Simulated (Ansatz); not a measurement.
A nudged elastic band was laid between two geometries of a periodic cell of 17 atoms, LiW$_{16}$ (host W, host structure bcc, interstitial Li).

All numbers below come from Ansatz 0.2.0, DFT PBE, scalar-relativistic, plane waves, PAW. Settings: cutoff 420 eV, k mesh 3x3x3, fermi-dirac smearing 0.05 eV, no spin polarisation.

```yaml
movable_images: 3
climbing_image: yes
spring: 5.0 eV/Å²
optimiser: fire
start_path: IDPP
force_threshold: 0.03 eV/Å
iteration_limit: 80
end_points: relaxed
```

First end point:

```xyz
17
Lattice="6.3200 0.0000 0.0000 0.0000 6.3200 0.0000 0.0000 0.0000 6.3200" Properties=species:S:1:pos:R:3
W -0.353 0.043 -0.001
W 3.520 0.043 -0.001
W 0.011 3.203 -0.001
W 0.011 0.043 3.159
W 1.584 1.649 1.604
W 3.156 3.203 -0.001
W 3.156 0.043 3.159
W 4.744 1.691 1.647
W 0.016 3.203 3.159
W 1.584 4.758 1.604
W 1.584 1.649 4.713
W 3.151 3.203 3.159
W 4.744 4.715 1.647
W 4.744 1.691 4.670
W 1.584 4.758 4.713
W 4.744 4.715 4.670
Li 1.584 0.044 -0.001
```

Last end point:

```xyz
17
Lattice="6.3200 0.0000 0.0000 0.0000 6.3200 0.0000 0.0000 0.0000 6.3200" Properties=species:S:1:pos:R:3
W -0.026 0.004 0.071
W 3.185 0.004 0.071
W -0.069 3.164 0.114
W -0.026 0.004 3.180
W 1.579 1.577 1.625
W 3.228 3.164 0.114
W 3.185 0.004 3.180
W 4.739 1.572 1.625
W -0.069 3.164 3.137
W 1.579 4.752 1.625
W 1.579 1.940 4.785
W 3.228 3.164 3.137
W 4.739 4.757 1.626
W 4.739 1.577 4.785
W 1.579 4.388 4.786
W 4.739 4.752 4.785
Li 1.579 0.004 -1.534
```

(1) What changes between the two ends?

(2) What energy profile does the band end with?

(3) What is the geometry of the highest image?

Answers

(1) The atom that moves furthest is Li17, by 1.53 Å; four of its nearest neighbours are W2 1.94, W1 1.94, W5 2.27, W11 2.27 Å at the first end and W15 1.94, W11 1.94, W2 2.27, W1 2.27 Å at the last.

(2) It converged. The highest image is number 1 of 0 to 4, 0.37 eV above the ends, which have the same energy within 2 meV. The profile has 2 maxima (images 1, 3) with wells between them (image 2): this band takes more than one step, which may be the mechanism or a detour left from its start path. By the program's own check the climbing image is a first-order saddle point (lowest curvatures found: -2.31 and 1.29 eV/Å²). Limits of this set-up: coarse k mesh, a small cell, in which the defect meets its images, a typed lattice constant that wasn't relaxed here.

```tsv
image	path coordinate (Å)	energy (eV)	W5–Li17 (Å)	W10–Li17 (Å)	W4–Li17 (Å)
0	0.00	0.00	2.27	2.27	3.53
1	0.77	0.37	2.33	2.76	3.02
2	1.57	0.18	2.55	3.44	2.59
3	2.37	0.37	3.00	3.34	2.33
4	3.17	0.00	3.53	3.53	2.27
```

(3) 
```xyz
17
Lattice="6.3200 0.0000 0.0000 0.0000 6.3200 0.0000 0.0000 0.0000 6.3200" Properties=species:S:1:pos:R:3
W -0.362 -0.178 0.202
W 3.339 -0.002 0.024
W 0.044 3.119 -0.004
W 0.044 0.024 3.222
W 1.616 1.610 1.583
W 3.186 3.167 0.007
W 3.185 0.014 3.175
W 4.752 1.633 1.637
W 0.015 3.191 3.150
W 1.597 4.787 1.553
W 1.716 1.792 4.549
W 3.190 3.194 3.146
W 4.721 4.668 1.673
W 4.799 1.602 4.739
W 1.617 4.755 4.730
W 4.753 4.705 4.709
Li 1.333 0.407 -0.395
```

The run took 37 min on 4 threads of AMD EPYC 9R14 (Zen 4), with other jobs on the host, peak memory 2.4 GiB.
